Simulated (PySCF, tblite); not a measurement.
**C4H10B2FN: geometry, infrared bands and NMR shifts**

What infrared bands and NMR shifts should C4H10B2FN (`BNB(F)CC(=C)C`) show?

The runs use tblite 0.8.0 and PySCF 2.14.0, with density-fitted response routines of our own; the level of theory stands in each step. All values are computed, except where a source is named. Atoms are numbered from 0 throughout.

## Step 1: Starting geometry

18 atoms, charge 0, multiplicity 1; geometry from: force field or distance geometry start.

Bonds of the start (Å): B0–N1 1.53, N1–B2 1.51, B2–F3 1.44, B2–C4 1.59, C4–C5 1.48, C5–C6 1.34, C5–C7 1.48, B0–H8 1.19, B0–H9 1.18, N1–H10 1.02, C4–H11 1.11, C4–H12 1.11, C6–H13 1.09, C6–H14 1.11, C7–H15 1.14, C7–H16 1.12, C7–H17 1.11.

## Step 2: Relaxing the molecule with GFN2-xTB

Job settings and geometry (Å):

```
{"job": {"kind": "relax", "xc": "GFN2-xTB", "basis": "xTB"}, "charge": 0, "multiplicity": 1}
B      3.474200    -0.244400    -0.080000
N      2.148300     0.495000     0.096900
B      1.014800    -0.121700    -0.682400
F      1.005200    -1.562300    -0.779900
C     -0.305400     0.750000    -0.878100
C     -1.486500     0.172100    -0.202500
C     -2.075300     0.931600     0.735600
C     -1.972600    -1.182300    -0.536800
H      3.427000    -1.437400    -0.060700
H      4.223500     0.227100    -0.863900
H      2.278000     1.493900    -0.083900
H     -0.103700     1.735800    -0.420700
H     -0.494800     0.961600    -1.954100
H     -1.705200     1.922100     0.983700
H     -2.955700     0.512400     1.255600
H     -2.898100    -1.388800     0.093400
H     -2.309800    -1.254200    -1.599200
H     -1.272600    -2.003900    -0.299400
```

Command:

```bash
OMP_NUM_THREADS=1 python probes_run.py task.json out
```

One launch serves the whole session: the jobs run in the order shown.

Standard output:

```text
step      E/eV     max force
  0    -647.92645    3.243
  1    -648.46718    2.042
  2    -648.74174    2.162
  3    -648.88147    1.054
  4    -648.96600    0.739
  5    -649.02364    0.700
  6    -649.06396    0.609
  7    -649.09712    0.495
  8    -649.12728    0.462
  9    -649.15763    0.507
 10    -649.18710    0.425
 11    -649.21858    0.457
 12    -649.24524    0.325
 13    -649.26419    0.380
 14    -649.28115    0.361
 15    -649.30079    0.316
 16    -649.32053    0.304
 17    -649.33601    0.312
 18    -649.34685    0.258
 19    -649.35468    0.227
 20    -649.36144    0.196
 21    -649.36757    0.180
 22    -649.37285    0.171
 23    -649.37703    0.121
 24    -649.38118    0.147
 25    -649.38522    0.145
 26    -649.38836    0.120
 27    -649.39032    0.108
 28    -649.39220    0.117
 29    -649.39415    0.105
 30    -649.39624    0.107
 31    -649.39795    0.075
 32    -649.39907    0.072
 33    -649.39984    0.068
 34    -649.40055    0.059
 35    -649.40115    0.054
 36    -649.40158    0.059
 37    -649.40192    0.066
 38    -649.40226    0.051
 39    -649.40258    0.039
 40    -649.40285    0.043
 41    -649.40307    0.038
 42    -649.40331    0.042
 43    -649.40356    0.043
 44    -649.40378    0.034
 45    -649.40397    0.036
 46    -649.40421    0.044
 47    -649.40459    0.057
 48    -649.40513    0.065
 49    -649.40572    0.067
 50    -649.40624    0.069
 51    -649.40673    0.060
 52    -649.40728    0.070
 53    -649.40787    0.066
 54    -649.40833    0.058
 55    -649.40865    0.061
 56    -649.40898    0.054
 57    -649.40943    0.064
 58    -649.40999    0.069
 59    -649.41057    0.060
 60    -649.41111    0.075
 61    -649.41164    0.067
 62    -649.41216    0.060
 63    -649.41261    0.054
 64    -649.41295    0.046
 65    -649.41322    0.055
 66    -649.41349    0.048
 67    -649.41376    0.036
 68    -649.41403    0.036
 69    -649.41429    0.037
 70    -649.41456    0.043
 71    -649.41487    0.040
 72    -649.41518    0.038
 73    -649.41547    0.053
 74    -649.41576    0.047
 75    -649.41602    0.039
 76    -649.41624    0.029
 77    -649.41636    0.024
 78    -649.41645    0.024
 79    -649.41655    0.027
 80    -649.41671    0.035
 81    -649.41693    0.037
 82    -649.41723    0.045
 83    -649.41764    0.051
 84    -649.41819    0.056
 85    -649.41895    0.059
 86    -649.41990    0.066
 87    -649.42080    0.061
 88    -649.42146    0.051
 89    -649.42198    0.051
 90    -649.42254    0.048
 91    -649.42283    0.095
 92    -649.42350    0.059
 93    -649.42386    0.045
 94    -649.42424    0.034
 95    -649.42441    0.033
 96    -649.42473    0.037
 97    -649.42495    0.028
 98    -649.42512    0.023
 99    -649.42524    0.026
100    -649.42536    0.023
101    -649.42549    0.025
102    -649.42562    0.024
103    -649.42574    0.025
104    -649.42582    0.027
105    -649.42589    0.023
106    -649.42597    0.018
107    -649.42604    0.019
108    -649.42611    0.021
109    -649.42617    0.020
110    -649.42624    0.021
111    -649.42630    0.022
112    -649.42638    0.019
113    -649.42647    0.025
114    -649.42659    0.025
115    -649.42672    0.023
116    -649.42684    0.023
117    -649.42693    0.028
118    -649.42699    0.018
119    -649.42704    0.015
120    -649.42709    0.015
121    -649.42713    0.013
122    -649.42718    0.013
123    -649.42724    0.018
124    -649.42730    0.022
125    -649.42739    0.022
126    -649.42752    0.024
127    -649.42766    0.023
128    -649.42777    0.021
129    -649.42784    0.022
130    -649.42790    0.029
131    -649.42798    0.025
132    -649.42813    0.023
133    -649.42826    0.018
134    -649.42838    0.022
135    -649.42851    0.026
136    -649.42867    0.034
137    -649.42893    0.046
138    -649.42940    0.049
139    -649.43017    0.126
140    -649.43032    0.156
141    -649.43197    0.081
142    -649.43293    0.083
143    -649.43385    0.141
144    -649.43468    0.050
145    -649.43511    0.043
146    -649.43555    0.096
147    -649.43600    0.055
148    -649.43670    0.033
149    -649.43700    0.115
150    -649.43755    0.030
151    -649.43781    0.034
152    -649.43822    0.048
153    -649.43852    0.045
154    -649.43880    0.064
155    -649.43908    0.045
156    -649.43933    0.056
157    -649.43961    0.054
158    -649.43975    0.083
159    -649.43995    0.045
160    -649.44010    0.031
161    -649.44031    0.042
162    -649.44058    0.059
163    -649.44067    0.059
164    -649.44109    0.062
165    -649.44129    0.049
166    -649.44154    0.038
167    -649.44177    0.057
168    -649.44193    0.032
169    -649.44222    0.055
170    -649.44254    0.081
171    -649.44301    0.069
172    -649.44354    0.093
173    -649.44437    0.077
174    -649.44537    0.192
175    -649.44705    0.113
176    -649.44662    0.365
177    -649.44835    0.142
178    -649.44938    0.110
179    -649.45131    0.086
180    -649.45178    0.332
181    -649.45377    0.102
182    -649.45556    0.101
183    -649.45467    0.318
184    -649.45831    0.138
185    -649.45943    0.190
186    -649.46085    0.159
187    -649.46172    0.104
188    -649.46277    0.075
189    -649.46332    0.233
190    -649.46441    0.062
191    -649.46504    0.071
192    -649.46571    0.099
193    -649.46637    0.074
194    -649.46684    0.120
195    -649.46718    0.058
196    -649.46755    0.047
197    -649.46797    0.077
198    -649.46838    0.059
199    -649.46868    0.048
200    -649.46888    0.042
201    -649.46920    0.031
202    -649.46950    0.030
203    -649.46971    0.040
204    -649.46987    0.049
205    -649.47013    0.036
206    -649.47058    0.033
207    -649.47086    0.042
208    -649.47123    0.046
209    -649.47152    0.046
210    -649.47186    0.059
211    -649.47214    0.044
212    -649.47233    0.048
213    -649.47245    0.054
214    -649.47263    0.029
215    -649.47276    0.025
216    -649.47301    0.026
217    -649.47317    0.030
218    -649.47340    0.032
219    -649.47365    0.039
220    -649.47402    0.047
221    -649.47443    0.050
222    -649.47486    0.052
223    -649.47532    0.046
224    -649.47593    0.054
225    -649.47666    0.070
226    -649.47741    0.075
227    -649.47792    0.057
228    -649.47831    0.067
229    -649.47858    0.040
230    -649.47872    0.047
231    -649.47893    0.053
232    -649.47911    0.036
233    -649.47937    0.026
234    -649.47951    0.027
235    -649.47970    0.033
236    -649.47981    0.035
237    -649.47996    0.036
238    -649.48009    0.026
239    -649.48017    0.019
240    -649.48020    0.017
241    -649.48027    0.017
242    -649.48033    0.016
243    -649.48039    0.017
244    -649.48046    0.021
245    -649.48054    0.020
246    -649.48065    0.022
247    -649.48075    0.020
248    -649.48084    0.020
249    -649.48091    0.021
250    -649.48096    0.021
251    -649.48102    0.018
252    -649.48107    0.013
253    -649.48110    0.016
254    -649.48112    0.013
255    -649.48114    0.012
256    -649.48116    0.013
257    -649.48117    0.011
258    -649.48119    0.007
```

Wall time 1.3 s (1 thread of Arm Neoverse V2, shared host).

Relaxation path: (not every step is listed)

| step | energy from step 0 (eV) | largest force (eV/Å) |
| --- | --- | --- |
| 0 | 0.0000 | 3.2427 |
| 1 | -0.5407 | 2.0425 |
| 2 | -0.8153 | 2.1625 |
| 3 | -0.9550 | 1.0536 |
| 4 | -1.0395 | 0.7390 |
| 5 | -1.0972 | 0.6999 |
| 6 | -1.1375 | 0.6094 |
| 7 | -1.1707 | 0.4946 |
| 8 | -1.2008 | 0.4621 |
| 32 | -1.4726 | 0.0723 |
| 56 | -1.4825 | 0.0535 |
| 80 | -1.4903 | 0.0352 |
| 104 | -1.4994 | 0.0266 |
| 128 | -1.5013 | 0.0208 |
| 152 | -1.5118 | 0.0484 |
| 176 | -1.5202 | 0.3649 |
| 200 | -1.5424 | 0.0423 |
| 224 | -1.5495 | 0.0540 |
| 248 | -1.5544 | 0.0202 |
| 253 | -1.5546 | 0.0157 |
| 254 | -1.5547 | 0.0126 |
| 255 | -1.5547 | 0.0124 |
| 256 | -1.5547 | 0.0133 |
| 257 | -1.5547 | 0.0109 |
| 258 | -1.5547 | 0.0071 |

Distances of close pairs at the start and the end, largest changes first:

| bond | before (Å) | after (Å) | change (Å) |
| --- | --- | --- | --- |
| B0–N1 | 1.528 | 1.409 | -0.119 |
| B2–F3 | 1.444 | 1.329 | -0.114 |
| N1–B2 | 1.507 | 1.418 | -0.089 |
| C7–H15 | 1.139 | 1.087 | -0.052 |
| C6–H14 | 1.105 | 1.077 | -0.028 |
| C7–H16 | 1.117 | 1.090 | -0.027 |
| B0–H8 | 1.194 | 1.167 | -0.027 |
| C4–C5 | 1.478 | 1.502 | +0.024 |

The next job starts from the end point, and lists it.

## Step 3: Vibrational analysis with GFN2-xTB

Job settings and geometry (Å):

```
{"job": {"kind": "ir", "xc": "GFN2-xTB", "basis": "xTB"}, "charge": 0, "multiplicity": 1}
B      2.989998    -0.459705     0.205907
N      1.664047    -0.067569    -0.064525
B      1.037987     0.147612    -1.318494
F      1.756262    -0.002557    -2.427076
C     -0.490705     0.586546    -1.452033
C     -1.303480     0.301802    -0.221355
C     -1.562301     1.224226     0.692943
C     -1.761366    -1.118750    -0.079079
H      3.715904    -0.656426    -0.686784
H      3.323312    -0.582522     1.321263
H      1.059322     0.089459     0.731529
H     -0.514905     1.657852    -1.668715
H     -0.938903     0.087338    -2.314090
H     -1.232991     2.243811     0.582682
H     -2.123013     1.000193     1.584684
H     -2.252160    -1.281597     0.876976
H     -2.462949    -1.366495    -0.875184
H     -0.912818    -1.796901    -0.165065
```

Standard output:

```text
mode    cm-1     km/mol
  1      33.3      1.85
  2      49.0      3.22
  3      95.7      1.30
  4     131.6      1.42
  5     146.9      0.19
  6     223.7      0.05
  7     280.3      0.27
  8     295.0      7.74
  9     373.4      1.33
 10     410.1      3.65
 11     440.7     13.44
 12     464.3      7.30
 13     553.5      6.47
 14     685.1      5.51
 15     752.0      9.09
 16     801.1      4.84
 17     841.3    145.71
 18     859.9    111.83
 19     886.8     28.63
 20     890.5     16.00
 21     937.6     11.50
 22     973.5      3.87
 23    1013.2     12.53
 24    1042.6      2.28
 25    1096.3     42.88
 26    1112.3     17.75
 27    1154.2     86.83
 28    1223.4     30.70
 29    1248.2     39.32
 30    1280.0     28.62
 31    1313.4    327.59
 32    1390.6    693.05
 33    1399.9     16.30
 34    1422.7      8.23
 35    1457.1      1.75
 36    1479.4      5.27
 37    1489.1      4.92
 38    1728.1     36.00
 39    2630.4    149.11
 40    2683.8    132.38
 41    2962.0     25.31
 42    2981.1     22.71
 43    3001.4     29.70
 44    3015.7     30.23
 45    3045.2     28.88
 46    3101.5     21.99
 47    3124.0     55.36
 48    3414.3      0.67
```

Wall time 0.46 s (1 thread of Arm Neoverse V2, shared host).

The strongest bands and the atoms that carry them (share of the mass-weighted mode):

| cm⁻¹ | km/mol | atoms |
| --- | --- | --- |
| 841 | 145.7 | H10 52 %, N1 12 % |
| 860 | 111.8 | H8 39 %, H9 32 %, B0 25 % |
| 1154 | 86.8 | B2 31 %, H10 20 %, H8 16 %, F3 11 % |
| 1313 | 327.6 | B2 52 %, H10 14 % |
| 1391 | 693.0 | N1 46 %, H10 17 %, B2 15 %, B0 15 % |
| 2630 | 149.1 | H9 80 %, H8 15 % |
| 2684 | 132.4 | H8 77 %, H9 12 %, B0 11 % |
| 3124 | 55.4 | H14 47 %, H13 43 % |

## Step 4: Nuclear shieldings: PBE0/pcSseg-1

Same as in step 3 but for these lines:

```diff
@@ -1,2 +1,2 @@
-{"job": {"kind": "ir", "xc": "GFN2-xTB", "basis": "xTB"}, "charge": 0, "multiplicity": 1}
+{"job": {"kind": "nmr", "xc": "PBE0", "basis": "pcSseg-1"}, "charge": 0, "multiplicity": 1}
 B      2.989998    -0.459705     0.205907
```

Method: GIAO PBE0/pcSseg-1 NMR shielding, non-relativistic, gas phase.

Standard output:

```text
coarse grid: 14864 points
cycle   1  E = -362.2663491015  dE =  7.949e-01  |g| = 6.117e-01  |ddm| = 3.636e+00
cycle   2  E = -362.2443702256  dE =  2.198e-02  |g| = 7.560e-01  |ddm| = 9.521e-01
cycle   3  E = -362.3451394185  dE = -1.008e-01  |g| = 8.226e-02  |ddm| = 5.118e-01
cycle   4  E = -362.3463060241  dE = -1.167e-03  |g| = 2.805e-02  |ddm| = 7.548e-02
cycle   5  E = -362.3464561993  dE = -1.502e-04  |g| = 9.831e-03  |ddm| = 2.908e-02
cycle   6  E = -362.3464776713  dE = -2.147e-05  |g| = 3.025e-03  |ddm| = 9.224e-03
cycle   7  E = -362.3464797725  dE = -2.101e-06  |g| = 5.785e-04  |ddm| = 2.732e-03
final grid: 143568 points
cycle   8  E = -362.3939109324  dE = -6.167e-05  |g| = 9.000e-03  |ddm| = 3.462e-02
cycle   9  E = -362.3939056779  dE =  5.254e-06  |g| = 1.033e-02  |ddm| = 1.473e-02
cycle  10  E = -362.3939302643  dE = -2.459e-05  |g| = 1.356e-03  |ddm| = 7.850e-03
cycle  11  E = -362.3939306438  dE = -3.795e-07  |g| = 2.739e-04  |ddm| = 9.822e-04
cycle  12  E = -362.3939306574  dE = -1.358e-08  |g| = 1.063e-04  |ddm| = 2.654e-04
cycle  13  E = -362.3939306597  dE = -2.329e-09  |g| = 3.420e-05  |ddm| = 1.067e-04
cycle  14  E = -362.3939306600  dE = -2.715e-10  |g| = 8.694e-06  |ddm| = 3.482e-05
converged SCF energy = -362.3939306600

GIAO shielding tensors (ppm)
atom      isotropic    diamagn.    paramagn.     s11        s22        s33       span
  0 B       53.748     193.006    -139.258      9.628     24.710    126.906    117.279
  1 N      103.650     326.445    -222.795    -55.817    124.631    242.135    297.952
  2 B       64.372     192.841    -128.469     31.630     74.126     87.362     55.733
  3 F      257.862     465.890    -208.028     86.303    229.261    458.023    371.721
  4 C      155.165     254.311     -99.145    139.637    145.633    180.226     40.588
  5 C       32.285     264.263    -231.978    -91.046     23.525    164.374    255.420
  6 C       69.547     254.412    -184.866    -33.654     99.183    143.111    176.765
  7 C      159.099     248.134     -89.035    141.869    148.843    186.585     44.716
  8 H       26.128      29.560      -3.432     23.360     26.129     28.895      5.536
  9 H       26.503      29.448      -2.945     24.414     26.755     28.342      3.928
 10 H       24.776      36.382     -11.606     19.704     24.512     30.111     10.407
 11 H       29.561      31.792      -2.231     25.554     28.872     34.257      8.703
 12 H       29.861      31.516      -1.655     26.056     29.396     34.131      8.075
 13 H       26.693      32.715      -6.023     23.312     25.417     31.348      8.036
 14 H       26.460      32.077      -5.617     23.379     25.457     30.544      7.164
 15 H       29.808      31.031      -1.223     26.086     28.208     35.129      9.043
 16 H       29.784      29.063       0.721     26.152     27.740     35.459      9.307
 17 H       30.017      31.914      -1.897     26.148     30.076     33.827      7.679
```

It took 28 s on 1 thread of Arm Neoverse V2, shared host; peak memory 0.83 GiB.

The references, computed at this level on geometries of the same kind, shield at (ppm): 1H TMS 31.72, 13C TMS 186.9, 19F CFCl3 170.9, 15N NH3 267.7, 11B BF3·OEt2 100.1. Their shielding less the atom's gives the shift. The references are single molecules in the gas phase, so shifts against H2O, NH3, PH3, H3PO4 or CFCl3 are not on the usual liquid scales and can be off by tens of ppm. Atoms listed in one row are averaged.

```
        atoms                                 environment  σ (ppm)  δ (ppm)  δ scaled to CDCl3
           C5             fully substituted alkene carbon     32.3    154.6              149.0
           C6                        terminal =CH2 carbon     69.5    117.4              112.6
           C4                 allylic sp3 CH2 bonded to B    155.2     31.8               29.1
           C7                       allylic methyl carbon    159.1     27.8               25.2
          H10        hydrogen on a nitrogen bonded to 2 B    24.78     6.94                  –
       H8, H9             hydrogen on a boron bonded to N    26.32     5.40                  –
          H14          hydrogen on a terminal =CH2 carbon    26.46     5.26               5.06
          H13          hydrogen on a terminal =CH2 carbon    26.69     5.02               4.84
     H11, H12  hydrogen on an allylic sp3 CH2 bonded to B    29.71     2.01               2.00
H15, H16, H17        hydrogen on an allylic methyl carbon    29.87     1.85               1.85
           B0                      boron bonded to N, 2 H     53.7     46.3                  –
           B2                     boron bonded to C, F, N     64.4     35.7                  –
           N1                   nitrogen bonded to 2 B, H    103.6    164.1                  –
           F3                        fluorine bonded to B    257.9    -86.9                  –
```

The scaled column applies a straight-line fit of computed shieldings to shifts measured in CDCl3, and one for carbons that bear F (root-mean-square error 0.16 ppm for H, 1.9 ppm for C).

Charges from the same density, by scheme (e):

```
atoms  Mulliken    IAO  Hirshfeld  ESP fit
   B0      0.14   0.05       0.14     0.29
   N1     -0.52  -0.46      -0.22    -0.57
   B2      0.67   0.56       0.27     0.79
   F3     -0.29  -0.32      -0.14    -0.32
   C4     -0.33  -0.44      -0.15    -0.85
   C5     -0.51   0.04       0.02     0.51
   C6     -0.07  -0.36      -0.12    -0.69
   C7     -0.15  -0.42      -0.12    -0.57
```

Mayer bond orders: B0–N1 1.24, N1–B2 1.13, B2–F3 1.11, B2–C4 0.95, C4–C5 1.02, C5–C6 1.96, C5–C7 1.05.

## Step 5: Results

| quantity | value |
| --- | --- |
| strongest single infrared mode (GFN2-xTB) | 1391 cm⁻¹, 693 km/mol |
| zero-point energy (GFN2-xTB) | 88.5 kcal/mol |
| 13C shifts against TMS (PBE0/pcSseg-1) | 154.6, 117.4, 31.8, 27.8 ppm |
| 1H shifts against TMS (PBE0/pcSseg-1, means over atoms taken as alike) | 6.94, 5.40, 5.26, 5.02, 2.01, 1.85 ppm |
| 11B shifts against BF3·OEt2 (PBE0/pcSseg-1) | 46.3, 35.7 ppm |
| 15N shifts against NH3 (PBE0/pcSseg-1) | 164.1 ppm |
| 19F shifts against CFCl3 (PBE0/pcSseg-1) | -86.9 ppm |

The optimisation took 258 steps and gained 1.555 eV; among the close pairs (by a distance rule), B0–N1 changed most, from 1.528 to 1.409 Å. No mode is imaginary among the 48: a minimum at this level. The strongest single mode, at 1391 cm⁻¹, has its largest shares on N1, H10, B2 and B0 (the list is cut at 4 atoms). GFN2-xTB is a fitted tight-binding method: band positions and strengths are rough. Its intensities can rank the bands wrongly. C5 (fully substituted alkene carbon) lies farthest downfield among carbon, at 154.6 ppm; an sp2 carbon of a C=C bond. At PBE0/pcSseg-1: Shielding is most anisotropic at F3 (span 372 ppm, paramagnetic term -208 ppm).
